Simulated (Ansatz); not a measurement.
**W: a surface, (111), 3 layers**

What do the surfaces of W (111), 3 layers cost, and how tightly do they hold an electron? The runs shown use PAW. Its runs: bulk cell relaxed (PAW); bulk in the slab's orientation (PAW); the reference run (PAW); atoms relaxed (PAW); spin-orbit coupling on (PAW); field of 0.2 V/Å along the normal (PAW); core holes in 4f of W (PAW).

Computed with Ansatz 0.2.0 (DFT PBE, with the methods named in each step, unless a step's input says otherwise).

## Step 1: The system as given

The structure is cubic, space group Im-3m (No. 229). The conventional cell has a = 3.184 Å, b = 3.184 Å, c = 3.184 Å, α = 90.00°, β = 90.00°, γ = 90.00°. W (site symmetry m-3m) is surrounded by 8 W at 2.76 Å.

As a file:

```xyz
1
Lattice="-1.5922 1.5922 1.5922 1.5922 -1.5922 1.5922 1.5922 1.5922 -1.5922" Properties=species:S:1:pos:R:3 pbc="T T T"
W     0.0000    0.0000    0.0000
```

## Step 2: Bulk cell relaxed, PAW

The input, input.yaml:

```yaml
crystal:
  lattice:
    - [-1.5921819128, 1.5921819128, 1.5921819128]
    - [1.5921819128, -1.5921819128, 1.5921819128]
    - [1.5921819128, 1.5921819128, -1.5921819128]
  atoms:
    - { symbol: W, position: [0.0, 0.0, 0.0] }
kpoints:
  mp_grid: { grid: [19, 19, 19] }
scf:
  occupations: { method: fermi_dirac, width: 0.08 }
hamiltonian:
  xc: pbe
  pseudopotentials: { kind: paw }
output:
  forces: true
  stress: true
relax:
  f_tol: 0.005
  max_steps: 40
  cell: {}
```

Launch:

```
ansatz run input.yaml --threads 1 --pin off --max-ram 3584MiB --backend cpu --events-out ev --progress --plain --runs-dir out
```

The runs that follow: Bulk in the slab's orientation, PAW; Slab as cut, PAW; Atoms relaxed, PAW; Spin-orbit coupling on, PAW; Field of 0.2 V/Å along the normal, PAW; Core holes in 4f of W, PAW.

Before running it: what results should come out? Wanted: surface energy; work function; outer layer spacing; core-level shifts among the layers.

The runs gave:

| quantity | value |
| --- | --- |
| surface energy (PAW, relaxed) | 3.49 J/m² |
| work function (PAW, relaxed) | 4.54 eV |
| outer layer spacing (PAW) | 0.92 → 0.47 Å |
| core-level shifts among the layers (PAW holes) | W1 +0.00, W2 -0.43 eV |

What this shows: By PAW the surface costs 4.15 J/m² as cut and 3.49 J/m² relaxed. The outermost spacing changes by -49.0 % (PAW). Spin-orbit coupling on moves the work function by +0.02 eV (PAW). The field of 0.2 V/Å along the normal induces a dipole of 0.084 e·Å per cell (PAW). Thickness wasn't converged, and no reconstruction was sought.
